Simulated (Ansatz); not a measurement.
AlClH3NS, SMILES [NH2][Al]([SH])[Cl], a short molecular-dynamics run

With the Python package of Ansatz (0.2.0).

The cells in order, each with its output:

In [1]:
```python
import ansatz as az
import numpy as np
```

In [2]:
```python
mol = (
    az.Crystal.molecule()
    .atom("N", (-0.4025, 1.3815, 0.1868))
    .atom("Al", (0.0177, -0.3523, -0.3481))
    .atom("S", (2.0976, -1.1058, -0.0209))
    .atom("Cl", (-1.4176, -1.6564, -1.2777))
    .atom("H", (-0.8083, 1.8993, -0.6977))
    .atom("H", (-1.2537, 1.358, 0.8366))
    .atom("H", (1.8279, -1.5923, 1.2754))
)
```

In [3]:
```python
setup = (
    mol.calculation()
    .basis(gaussian="6-31G")
    .functional("pbe0")
    .md("nve", timestep=0.5, steps=40, temperature=800, initial_velocities="maxwell_boltzmann", seed=61)
)
frames = []
res = setup.session().plan().execute(on_event=lambda e: frames.append(e["data"]) if e["event"] == "md_step" else None)
print("t (fs)   E_pot (eV)      E_kin (eV)   T (K)   d(0-1) (A)")
for f in frames[::3]:
    xyz = np.array(f["positions_ang"])
    print(f"{f['time_fs']:6.2f} {f['lagrangian_ev']:14.5f} {f['e_kin_ev']:10.5f} {f['temperature_k']:8.1f} {np.linalg.norm(xyz[0] - xyz[1]):9.4f}")
kept = np.array([f["conserved_ev"] for f in frames])
print(f"conserved energy moves by at most {1000 * np.ptp(kept):.3f} meV")
```
```text
t (fs)   E_pot (eV)      E_kin (eV)   T (K)   d(0-1) (A)
  0.00   -31480.50313    0.51704    800.0    1.8625
  1.50   -31480.42634    0.43952    680.1    1.8501
  3.00   -31480.32562    0.33873    524.1    1.8379
  4.50   -31480.20343    0.21798    337.3    1.8252
  6.00   -31480.23071    0.24493    379.0    1.8123
  7.50   -31480.36093    0.37347    577.9    1.8001
  9.00   -31480.40694    0.42043    650.5    1.7900
 10.50   -31480.45580    0.46992    727.1    1.7828
 12.00   -31480.59271    0.60657    938.5    1.7780
 13.50   -31480.77263    0.78558   1215.5    1.7743
 15.00   -31480.89167    0.90560   1401.2    1.7703
 16.50   -31481.00286    1.01484   1570.2    1.7660
 18.00   -31480.94280    0.95461   1477.0    1.7639
 19.50   -31480.72030    0.73425   1136.1    1.7673
conserved energy moves by at most 3.690 meV
```

Total energies depend on the basis set; only differences at equal settings carry meaning. The trajectory is only some femtoseconds long, so its temperature is not equilibrated; where the script doesn't relax first, it starts from a rough generated geometry. The temperature counts the internal degrees of freedom alone. It ran for 75 s on 1 thread of AMD EPYC 9B14 (Zen 4), with other jobs on the host, peak memory 0.2 GiB.
